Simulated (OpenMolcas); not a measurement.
**W⁴⁺ among point charges: CASSCF and CASPT2 levels and susceptibility**

How does a field of 5 point charges split the states of W⁴⁺, and what χT follows?

Method: state-averaged CASSCF and CASPT2, spin-orbit coupling by RASSI with atomic mean-field integrals. Code: OpenMolcas 26.06.

## Step 1: What is computed

- Species: W⁴⁺ (tungsten, Z = 74, 70 electrons)
- Basis: ANO-RCC-VDZP [7s6p4d2f1g], 68 functions
- Scalar Hamiltonian: DKH2, point nucleus
- Inactive shells: 1s 2s 2p 3s 3p 3d 4s 4p 4d 4f 5s 5p
- Active space: 2 electrons in 5 orbitals (5d)
- Some configurations of this space: 5d2
- Orbitals: optimised for each spin and parity, averaged over all roots

The outer shells:

5d2
```
5d [↑ ][↑ ][  ][  ][  ]
```

The ion sits among 5 point charges of -2 e arranged as a trigonal bipyramid (D3h), 2.47 Å from the ion, with the axial distance 2.124 Å.

The work runs as a chain of OpenMolcas steps in one folder; each step below is one input file. Labels, J, g values, rates, χT and fits are worked out afterwards by a script from the matrices that RASSI stores.

## Step 2: Basis and integrals

Input file a.inp:

```
&GATEWAY
Coord
1

W 0.0 0.0 0.0
Basis=ANO-RCC-VDZP
Group=NoSym
NoMove
AngMom=0.0 0.0 0.0
AMFI
XField
5 Angstrom 0
2.470000 0.000000 0.000000 -2.000000
-1.235000 2.139083 0.000000 -2.000000
-1.235000 -2.139083 0.000000 -2.000000
0.000000 0.000000 2.124200 -2.000000
0.000000 0.000000 -2.124200 -2.000000
&SEWARD
```

## Step 3: CASSCF: triplets, 10 roots

Input file a.inp:

```
&RASSCF
FileOrb=start.orb
Symmetry=1
Spin=3
nActEl=2 0 0
Inactive=34
Ras2=5
CIRoot=10 10 1
SDav=10
CIMx=300
Iter=120 100
PrWF=0.3
OrbListing=Nothing
MaxOrb=0
>>> COPY $Project.JobIph JOB001
```

start.orb holds the contracted functions of the basis, ordered by shell, or the orbitals of the step before.

## Step 4: Reference wave functions, singlets, 15 roots

Input file a.inp:

```
&RASSCF
FileOrb=start.orb
Symmetry=1
Spin=1
nActEl=2 0 0
Inactive=34
Ras2=5
CIRoot=15 15 1
SDav=15
CIMx=300
Iter=120 100
PrWF=0.3
OrbListing=Nothing
MaxOrb=0
>>> COPY $Project.JobIph JOB002
```

## Step 5: RASSI: spin-orbit coupling between the states

Input file a.inp:

```
&RASSI
NrOfJobIphs=2 10 15
1 2 3 4 5 6 7 8 9 10
1 2 3 4 5 6 7 8 9 10 11 12 13 14 15
IphNames
JOB001
JOB002
EJob
SpinOrbit
DIPRint=1.0
SOCoupling=1000.0
Subsets=2
Property=9
'ANGMOM' 1 'ANGMOM' 2 'ANGMOM' 3 'MLTPL  1' 1 'MLTPL  1' 2 'MLTPL  1' 3
'AMFI' 1 'AMFI' 2 'AMFI' 3
SOProperty=3
'ANGMOM' 1 'ANGMOM' 2 'ANGMOM' 3
```

## Step 6: CASPT2: IPEA 0.25, imaginary shift 0.1 (closed shells correlated: 4f 5s 5p)

Input file a.inp:

```
>>> COPY JOB001 $Project.JobIph
&CASPT2
Multistate=10 1 2 3 4 5 6 7 8 9 10
NoMult
Frozen=23
IPEA=0.25
Imaginary=0.1
MaxIter=60
WThr=0.0 0.3 0.05
PrWF=0.5
NoMix
>>> COPY JOB002 $Project.JobIph
&CASPT2
Multistate=15 1 2 3 4 5 6 7 8 9 10 11 12 13 14 15
NoMult
Frozen=23
IPEA=0.25
Imaginary=0.1
MaxIter=60
WThr=0.0 0.3 0.05
PrWF=0.5
NoMix
```

(Steps that only read results are left out.)

**Question.** What will these runs give? Wanted: spin-free ground state; first state of the same spin within the active space; lowest level; next level.

**Answer**, as computed:

```
                                            quantity                                                                           value
                                              method  SS-CASPT2, IPEA 0.25, imaginary shift 0.1 (closed shells correlated: 4f 5s 5p)
                              spin-free ground state                                                 3A1, 1-fold in its orbital part
first state of the same spin within the active space                                                                  3A2 at 21 cm⁻¹
                                        lowest level                                                                       1-fold A1
                                          next level                                                                      427.4 cm⁻¹
                                         χT at 300 K                                                                  0.08 cm³ K/mol
                           effective moment at 300 K                                                                         0.79 μB
```

Cost by method:

```tsv
method	time of its own steps	time with the reference
A. CASSCF	5.4 s	5.4 s
B. SS-CASPT2, IPEA 0.25, imaginary shift 0.1, +4f 5s 5p	7 s	12 s
```

Times are of one thread on a shared host.

The spin-free ground state (3A1) comes to 100 % from free-ion F terms and keeps the highest spin of the shell. χT at 300 K is 0.08, against 1.00 cm³ K/mol for the spin alone, so spin-orbit coupling lowers it. CASPT2 does not keep the components of a term degenerate, and the means are used. The field of point charges can differ much from that of real complexes. This is an electrostatic model: the charges have no orbitals.
